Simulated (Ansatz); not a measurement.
# CH7NOSi2: the cost of one run

All numbers below are computed with Ansatz 0.2.0 (RKS B3LYP-D4/STO-3G).

## 1. Starting point

Bond lengths: N1–Si2 1.708 Å, Si2–C3 1.838 Å, C3–O4 1.528 Å, C3–Si5 1.855 Å, O4–Si5 1.706 Å, N1–H6 0.966 Å, N1–H7 1.065 Å, Si2–H8 1.438 Å, Si2–H9 1.456 Å, C3–H10 1.067 Å, Si5–H11 1.469 Å, Si5–H12 1.472 Å. Angles (14 of 22 angles, heavy atoms first): N1–Si2–C3 109.3°, Si2–C3–O4 118.7°, Si2–C3–Si5 114.4°, O4–C3–Si5 59.6°, C3–O4–Si5 69.8°, C3–Si5–O4 50.6°, N1–Si2–H8 109.4°, N1–Si2–H9 103.3°, C3–Si2–H8 108.1°, C3–Si2–H9 114.6°, Si2–N1–H6 110.6°, Si2–N1–H7 106.5°, Si2–C3–H10 117.3°, O4–C3–H10 115.8°.

Structure file:

```xyz
12

N    -0.5941   -0.2091    2.2547
Si   -0.8291   -0.5369    0.5955
C     0.1133    0.6845   -0.4032
O     1.6243    0.5064   -0.5438
Si    0.8353    0.0001   -1.9689
H     0.3469   -0.2130    2.4715
H    -0.8680    0.8098    2.4032
H    -2.2241   -0.3952    0.2743
H    -0.3729   -1.9126    0.4592
H    -0.2373    1.6924   -0.4016
H     1.0592   -1.4464   -2.0961
H     1.2237    0.9647   -3.0109
```

## 2. End point A

input.yaml

```yaml
crystal:
  periodic: [false, false, false]
  atoms:
    - { symbol: "N", position_ang: [-0.5941, -0.2091, 2.2547] }
    - { symbol: Si, position_ang: [-0.8291, -0.5369, 0.5955] }
    - { symbol: C, position_ang: [0.1133, 0.6845, -0.4032] }
    - { symbol: O, position_ang: [1.6243, 0.5064, -0.5438] }
    - { symbol: Si, position_ang: [0.8353, 0.0001, -1.9689] }
    - { symbol: H, position_ang: [0.3469, -0.213, 2.4715] }
    - { symbol: H, position_ang: [-0.868, 0.8098, 2.4032] }
    - { symbol: H, position_ang: [-2.2241, -0.3952, 0.2743] }
    - { symbol: H, position_ang: [-0.3729, -1.9126, 0.4592] }
    - { symbol: H, position_ang: [-0.2373, 1.6924, -0.4016] }
    - { symbol: H, position_ang: [1.0592, -1.4464, -2.0961] }
    - { symbol: H, position_ang: [1.2237, 0.9647, -3.0109] }
basis:
  gaussian: { orbitals: STO-3G }
hamiltonian:
  xc: b3lyp
  dispersion: d4
relax:
  f_tol: 0.015
  max_steps: 40
```

Started as:

```bash
$ ansatz run input.yaml --threads 1 --pin off --max-ram 2048MiB --backend cpu --events-out ev --progress --plain --runs-dir out
```

What time and memory should one allow on 1 thread of Arm Neoverse V1, shared host?

About 26 s, with a peak of 0.15 GiB.
